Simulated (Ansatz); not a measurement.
**doublet [As2]−: levels of theory compared**

We compute a comparison of 6 runs (UHF/3-21G, UB3LYP/6-31G*, U-r2SCAN/def2-TZVPPD, U-wB97X/def2-TZVPPD, RPA@PBE0/def2-TZVPPD, UBCCD(T)/def2-TZVPPD) of doublet [As2]−. 

The calculation is run with Ansatz 0.2.0.

13 further runs of the same task are left out: 13 set aside as unsound or not needed.

## Step 1: The system as given

[As2]−: 2 atoms, total charge -1, spin state doublet. SMILES of the parent species: `[As]#[As]`. The coordinates come from a PBE0-D4/def2-TZVP relaxation. That shape belongs to the parent species and isn't relaxed for this state.

Bond lengths: As1–As2 2.089 Å.

## Step 2: The energy at UHF/3-21G (run 1)

Contents of job.yaml:

```yaml
crystal:
  periodic: [false, false, false]
  atoms:
    - {symbol: As, position_ang: [0.000000, -0.000000, 0.002480]}
    - {symbol: As, position_ang: [-0.000000, 0.000000, 2.091490]}
basis:
  gaussian: {orbitals: 3-21G-spherical.json}
output: {orbitals: {seedname: orbitals}}
hamiltonian: {xc: hf}
accuracy: high
magnetization: {spin_polarized: true, initial_magnetization: 1}
total_charge: -1
```

The basis set 3-21G is read from a file made from the Basis Set Exchange's data (not shown).

The run is started by

```console
ansatz run job.yaml --threads 1 --pin off --max-ram 3480MiB --events-out events.jsonl --progress --plain --runs-dir runs
```

The log of the run:

```text
Warning: RAYON_NUM_THREADS=1 ignored (pool sized by the plan → 1); use --threads N
Functional definition: HF
  name "HF"
  exchange = exact_x
  correlation = 0
587 factors; integrals over basis functions are off by at most 4.1e-9 eV
mean field evaluation 1: about -121004.4824 eV, gradient 5.9e0 eV
mean field evaluation 2: about -121004.5063 eV, gradient 5.9e0 eV
mean field evaluation 4: about -121004.8367 eV, gradient 3.4e-1 eV
mean field evaluation 8: about -121004.8378 eV, gradient 1.5e-5 eV
mean field evaluation 16: about -121004.8378 eV, gradient 1.2e-4 eV
mean field evaluation 32: about -121004.9187 eV, gradient 9.3e-2 eV
mean field evaluation 64: about -121004.6950 eV, gradient 2.2e0 eV
mean field evaluation 96: about -121004.8378 eV, gradient 1.4e-2 eV
mean field -121004.91880291 eV, -4446.8487459272 hartree, gradient 4.2e-8 eV, S^2 1.077276; 3 other end points of the search recorded, 0 dependent functions left out
reference -121004.91880291 eV, -4446.8487459272 hartree; 34, 33 occupied and 10, 11 virtual orbitals, 587 factors
Total energy: -121004.91880291 eV, -4446.8487459272 hartree
```

Run time: 1.8 s. Hardware: 1 thread of Arm Neoverse V2, shared host; peak memory 0.12 GiB.

## Step 3: The energy at UB3LYP/6-31G(d) (Cartesian functions) (run 2)

Contents of run.yaml:

```yaml
basis:
  gaussian: {orbitals: "6-31G*"}
crystal:
  periodic: [false, false, false]
  atoms:
    - {symbol: As, position_ang: [0.000000, -0.000000, 0.002480]}
    - {symbol: As, position_ang: [-0.000000, 0.000000, 2.091490]}
total_charge: -1
magnetization: {spin_polarized: true, initial_magnetization: 1}
hamiltonian: {xc: {name: B3LYP}}
accuracy: high
output: {orbitals: {seedname: orbitals}}
```

The run is started by

```console
ansatz run run.yaml --threads 1 --pin off --max-ram 3480MiB --events-out events.jsonl --progress --plain --runs-dir runs
```

The log of the run:

```text
Warning: RAYON_NUM_THREADS=1 ignored (pool sized by the plan → 1); use --threads N
Functional definition: B3LYP
  name "B3LYP"
  parameter a0 = 0.2
  parameter ax = 0.72
  parameter ac = 0.81
  exchange = (1 - a0 - ax)*slater_x + ax*b88_x + a0*exact_x
  correlation = (1 - ac)*vwn_rpa_c + ac*lyp_c
1090 factors; integrals over basis functions are off by at most 4.0e-9 eV
mean field evaluation 1: about -121669.8169 eV, gradient 1.4e1 eV
mean field evaluation 2: about -121669.7715 eV, gradient 1.5e1 eV
mean field evaluation 4: about -121670.1625 eV, gradient 2.3e-1 eV
mean field evaluation 8: about -121670.1704 eV, gradient 3.2e-3 eV
mean field evaluation 16: about -121670.1704 eV, gradient 2.1e-7 eV
mean field evaluation 32: about -121669.0618 eV, gradient 4.0e0 eV
mean field -121670.17038397 eV, -4471.2962906072 hartree, gradient 8.1e-9 eV, S^2 0.751899; 2 other end points of the search recorded, 0 dependent functions left out
reference -121670.17040915 eV, -4471.2962915327 hartree; 34, 33 occupied and 36, 37 virtual orbitals, 1090 factors
Total energy: -121670.17040915 eV, -4471.2962915327 hartree
```

It took 8.1 s on 1 thread of Arm Neoverse V2, shared host; peak memory 0.27 GiB.

Runs 3 to 5 aren't shown in full; the table further down has their settings and results.

## Step 4: The energy at UBCCD(T)/def2-TZVPPD (run 6)

Contents of job.yaml:

```yaml
basis:
  gaussian: {orbitals: def2-TZVPPD.json}
crystal:
  periodic: [false, false, false]
  atoms:
    - {symbol: As, position_ang: [0.000000, -0.000000, 0.002480]}
    - {symbol: As, position_ang: [-0.000000, 0.000000, 2.091490]}
total_charge: -1
magnetization: {spin_polarized: true, initial_magnetization: 1}
correlation: {method: bccd_t, frozen_orbitals: {As: 9}}
accuracy: high
scf: {omitted_lower_state_checks: [cluster_reference, increment]}
```

The basis set def2-TZVPPD is read from a file made from the Basis Set Exchange's data (not shown).

The run is started by

```console
ansatz run job.yaml --threads 1 --pin off --max-ram 3480MiB --events-out events.jsonl --progress --plain --runs-dir runs
```

The log of the run:

```text
Warning: RAYON_NUM_THREADS=1 ignored (pool sized by the plan → 1); use --threads N
[... 15 lines left out ...]
18 core orbitals not correlated: weight in the atoms' cores, before any rotation towards them, 1.000 or more for the frozen orbitals, at most 0.000 for the correlated occupied ones
[... 29 lines left out ...]
Total energy: -121606.51000992 eV, -4468.9568150116 hartree
Checks for a lower state left out: cluster_reference, increment
```

Run time: 74 s. Hardware: 1 thread of Arm Neoverse V2, shared host; peak memory 1.3 GiB.

## Step 5: All runs side by side

| run | level | Cartesian functions | frozen core orbitals | energy (Eh) | HOMO energy (eV) | LUMO energy (eV) | ⟨S²⟩ | wall time |
| --- | --- | --- | --- | --- | --- | --- | --- | --- |
| 1 | UHF/3-21G | no | – | -4446.848746 | -0.30 | 6.83 | 1.077 | 1.8 s |
| 2 | UB3LYP/6-31G* (Cartesian functions) | yes | – | -4471.296292 | 1.79 | 3.06 | 0.752 | 8.1 s |
| 3 | U-r2SCAN/def2-TZVPPD | no | – | -4471.769463 | 1.98 | 2.26 | 0.756 | 29 s |
| 4 | U-wB97X/def2-TZVPPD | no | – | -4471.854808 | -0.67 | 4.87 | 0.758 | 54 s |
| 5 | RPA@PBE0/def2-TZVPPD | no | 18 | -4469.085737 | – | – | 0.755 | 20 s |
| 6 | UBCCD(T)/def2-TZVPPD | no | 18 | -4468.956815 | – | – | 1.156 | 74 s |

## Step 6: Summary of results

```
                                           quantity           value
                                run 6: total energy  -4468.95682 Eh
run 6: correlation energy (18 core orbitals frozen)      -532.0 mEh
                              run 6: (T) correction      -27.64 mEh
           run 6: ⟨S²⟩ of the reference determinant           1.156
```

Totals of different functionals can't be ranked against each other. In runs 2, 3 the HOMO lies above zero, so the outermost electron may be held by the basis alone. Spin contamination of the reference: run 6 ⟨S²⟩ = 1.16, run 1 ⟨S²⟩ = 1.08. All runs together took 3.1 min, the longest 74 s.
